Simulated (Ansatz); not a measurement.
# GaPH2 (triplet): wave-function methods side by side, cc-pVDZ

An exercise on one series of results from a longer session: the logs are not shown, and one member is left open.

The runs use Ansatz 0.2.0, Gaussian basis; cc-pVDZ, core rule «outside noble gas», up to 19 orbitals frozen.

To be run: UHF; CCSD(T) on ROHF; CCSD(T) on UHF; BCCD(T) on ROHF; CISD; CCSDT(Q) on ROHF; CCSDT(Q) on UHF.

52 further runs of the same task are left out: 16 for a known fault of the program, 17 that didn't finish, 19 set aside as unsound or not needed.

### The geometry

The geometry is a PBE0/def2-TZVP stationary point (not a proven minimum). No spin-orbit coupling is included. The filled d shell of Ga may be among the frozen orbitals whatever the setting's name suggests; the logs give the count.

4 atoms, charge 0, spin multiplicity 3.

Atoms are counted from 1 here; the program's logs count them from 0.

Bond lengths: P1–Ga2 2.322 Å, Ga2–H3 1.571 Å, Ga2–H4 1.571 Å. Angles: P1–Ga2–H3 119.7°, P1–Ga2–H4 119.7°, H3–Ga2–H4 120.7°.

Set-up of the first run:

File in.yaml:

```yaml
crystal:
  periodic: [false, false, false]
  atoms:
    - {symbol: P, position_ang: [0.000000, 0.000000, 1.637183]}
    - {symbol: Ga, position_ang: [0.000000, 0.000000, -0.685019]}
    - {symbol: H, position_ang: [0.000000, -1.364953, -1.462469]}
    - {symbol: H, position_ang: [0.000000, 1.364953, -1.462469]}
basis:
  gaussian: {orbitals: cc-pVDZ}
magnetization: {spin_polarized: true, initial_magnetization: 2}
hamiltonian: {xc: hf}
output: {orbitals: {seedname: orbitals}}
```

Command:

```
ansatz run in.yaml --threads 1 --pin off --events-out ev --progress --plain --max-ram 2393MiB
```

Among the steps run: UHF; CCSD(T) on ROHF; CCSD(T) on UHF; BCCD(T) on ROHF; CISD; CCSDT(Q) on ROHF; CCSDT(Q) on UHF.

One table of the session follows, with a row left open; its other results are not shown here.

It belongs to the step «Misses and costs». 

| method | from UCCSDT(Q) (kJ/mol) |
| --- | --- |
| ROHF | ? |
| UHF | +470.2 |
| RMP2 | +105.0 |
| UMP2 | +107.5 |
| RCCSD | +14.1 |
| UCCSD | +13.7 |
| RCCSD(T) | +3.3 |
| UCCSD(T) | +3.2 |
| BCCD(T) | +3.2 |
| RCCSDT | +0.7 |
| UCCSDT | +0.6 |
| RCCSDT(Q) | +0.1 |
| UCCSDT(Q) | 0 |

**Question.** Estimate the row for ROHF.

The run gave: from UCCSDT(Q) (kJ/mol): +483.6. In the column «from UCCSDT(Q) (kJ/mol)» it is the highest.

Not comparable, so not listed: CISD (they don't share determinant, frozen orbitals or solution with the rows shown, or repeat one).

Limits of these values: Restricted and unrestricted rows rest on different reference determinants; where their highest levels disagree by more than a few hundredths of an eV, they describe different states and don't form one ladder.
